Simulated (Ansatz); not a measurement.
# AgAs: the cost of one run

Computed with Ansatz 0.2.0 (DFT PBE, scalar-relativistic, plane waves, PAW, unless a step's input says otherwise).

### 1 Starting point

The structure is hexagonal, space group P6_3mc (No. 186). The conventional cell has a = 3.868 Å, b = 3.868 Å, c = 6.194 Å, α = 90.00°, β = 90.00°, γ = 120.00°. Ag (site symmetry 3m) has 4 As at 2.35 to 2.37 Å as nearest neighbours. As (site symmetry 3m) is surrounded by 4 Ag at 2.35 to 2.37 Å.

Coordinates:

```
Ag As
1.0
     3.86786    0.00000    0.00000
    -1.93393    3.34966    0.00000
     0.00000    0.00000    6.19424
Ag As
2 2
Direct
  0.33333 0.66667 0.00000
  0.66667 0.33333 0.50000
  0.33333 0.66667 0.38210
  0.66667 0.33333 0.88210
```

This is candidate A: wurtzite type (P6_3mc, No. 186).

(A quick probe on a coarse mesh, which set the mesh and smearing, is not shown.)

### 3 Coarse relaxation (candidate A)

Input file input.yaml:

```yaml
crystal:
  lattice:
    - [3.867855003, 0.0, 0.0]
    - [-1.9339275014, 3.3496606907, 0.0]
    - [0.0, 0.0, 6.1942364033]
  atoms:
    - { symbol: Ag, position: [0.3333333333, 0.6666666667, 0.0] }
    - { symbol: Ag, position: [0.6666666667, 0.3333333333, 0.5] }
    - { symbol: As, position: [0.3333333333, 0.6666666667, 0.3821] }
    - { symbol: As, position: [0.6666666667, 0.3333333333, 0.8821] }
basis:
  ecutwfc: 420
kpoints:
  mp_grid: { grid: [6, 6, 4] }
hamiltonian:
  xc: pbe
scf:
  occupations: { method: gaussian, width: 0.1 }
  lower_state_search: "off"
output:
  forces: true
  stress: true
  eigenvalues: true
relax:
  adjacent_minimum: "off"
  f_tol: 0.04
  max_steps: 70
  cell: { stress_tol: 0.4 }
```

Launch:

```bash
$ ansatz run input.yaml --threads 1 --pin off --max-ram 2560MiB --backend cpu --events-out ev --progress --plain --runs-dir out
```

Q: Estimate wall time and peak memory on 1 thread of Intel Xeon 6975P-C (Granite Rapids), shared host.

About 46 s, with a peak of 0.4 GiB.
